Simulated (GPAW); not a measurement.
Crystal: RuS.

```
Ru S
1.0
     0.00000    2.76430    2.76430
     2.76430    0.00000    2.76430
     2.76430    2.76430    0.00000
Ru S
1 1
Cartesian
  0.0000 0.0000 0.0000
  1.3821 1.3821 1.3821
```

The cell comes from a database or a generator and needn't be the stable form of this composition.

Base run:

```yaml
Program: GPAW 26.7.0
Functional: PBEsol
Potentials_or_basis: PAW data sets generated in the run's folder for this functional
Cutoff: 600 eV
Basis: pw
k_mesh: 6 × 6 × 6
Occupations: gaussian, width 0.05 eV
Spin: collinear spin, random start
Starting_moments: "[0.57, 0.0] μB"
Hubbard_terms: Ru d U = 2 eV
```

Its results: band gap on the k mesh none (metal or under the smearing width); pressure -19.8 GPa; net moment 0.60 μB per cell; site moments Ru +0.63; S -0.04 μB.

Problem. The run is repeated on the same cell with these changes: hubbard terms from Ru d U = 2 eV to Ru d U = 7 eV; moments at the start from [0.57, 0.0] to [0.84, 0.0]. What comes out?

Solution. Band gap on the k mesh none (metal or under the smearing width); pressure 5.3 GPa; net moment 2.00 μB per cell; site moments Ru +2.18; S -0.29 μB.

Not every run made on this cell is shown here.
